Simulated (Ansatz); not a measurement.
# C3H2F6: basis-set convergence

How large a basis does C3H2F6 need? Two functionals are run in growing sets.

Method: one geometry, several basis sets; program: Ansatz 0.2.0, Gaussian basis.

Levels to be run: PBE0-D4/def2-SVP; ωB97M-V/def2-SVP; PBE0-D4/def2-QZVPP; ωB97M-V/def2-QZVPP; the functionals' def2-TZVPP values are taken from earlier runs.

**1. Structure used throughout**

All runs share one geometry, relaxed beforehand with PBE0-D4 in a triple-zeta def2 set.

SMILES `FC(F)(F)CC(F)(F)F`, 11 atoms, charge 0, spin multiplicity 1.

Atoms are counted from 1 here; the program's logs count them from 0.

Bond lengths: F1–C2 1.333 Å, C2–F3 1.333 Å, C2–F4 1.340 Å, C2–C5 1.513 Å, C5–C6 1.512 Å, C5–H10 1.090 Å, C5–H11 1.090 Å, C6–F7 1.339 Å, C6–F8 1.333 Å, C6–F9 1.333 Å. Angles: F1–C2–F3 107.8°, F1–C2–F4 107.5°, F1–C2–C5 112.4°, F3–C2–F4 107.5°, F3–C2–C5 112.4°, F4–C2–C5 109.0°, C2–C5–C6 115.9°, C2–C5–H10 108.0°, C2–C5–H11 108.0°, C6–C5–H10 108.0°, C6–C5–H11 108.0°, H10–C5–H11 108.6°, C5–C6–F7 109.0°, C5–C6–F8 112.4°, C5–C6–F9 112.4°, F7–C6–F8 107.5°, F7–C6–F9 107.5°, F8–C6–F9 107.8°.

**2. PBE0-D4 in def2-SVP**

File in.yaml:

```yaml
crystal:
  periodic: [false, false, false]
  atoms:
    - {symbol: F, position_ang: [-0.024296, -2.005652, -0.270893]}
    - {symbol: C, position_ang: [0.744602, -0.942558, -0.508752]}
    - {symbol: F, position_ang: [1.744044, -0.956680, 0.373672]}
    - {symbol: F, position_ang: [1.280515, -1.097857, -1.726550]}
    - {symbol: C, position_ang: [-0.036307, 0.352373, -0.475567]}
    - {symbol: C, position_ang: [-0.703774, 0.687212, 0.839736]}
    - {symbol: F, position_ang: [-1.357495, 1.849585, 0.714069]}
    - {symbol: F, position_ang: [-1.593481, -0.235192, 1.207808]}
    - {symbol: F, position_ang: [0.173892, 0.826666, 1.833818]}
    - {symbol: H, position_ang: [-0.809102, 0.299902, -1.242788]}
    - {symbol: H, position_ang: [0.646602, 1.165101, -0.723954]}
basis:
  gaussian: {orbitals: def2-SVP}
hamiltonian: {xc: pbe0, dispersion: d4}
output: {orbitals: {seedname: orbitals}}
```

Command:

```
$ ansatz run in.yaml --threads 2 --pin off --events-out ev --progress --plain --max-ram 32768MiB --backend cpu
```

Further steps of the session: ωB97M-V in def2-SVP; PBE0-D4 in def2-QZVPP; ωB97M-V in def2-QZVPP.

Q: Predict the results of all the runs planned. Wanted: PBE0-D4: double and triple zeta above quadruple; ωB97M-V: double and triple zeta above quadruple.

As calculated:

| quantity | value |
| --- | --- |
| PBE0-D4: double and triple zeta above quadruple | 24.19, 0.96 eV |
| ωB97M-V: double and triple zeta above quadruple | 24.63, 0.90 eV |

In words: PBE0-D4 gains 23.23 eV from double to triple zeta, then 0.96 eV more. These are total energies; as a rule much of such shifts cancels in differences, which this series doesn't test. The LUMO of ωB97M-V is positive and keeps falling with the basis (3.42 to 1.87 eV): an unbound level that the basis holds in place.
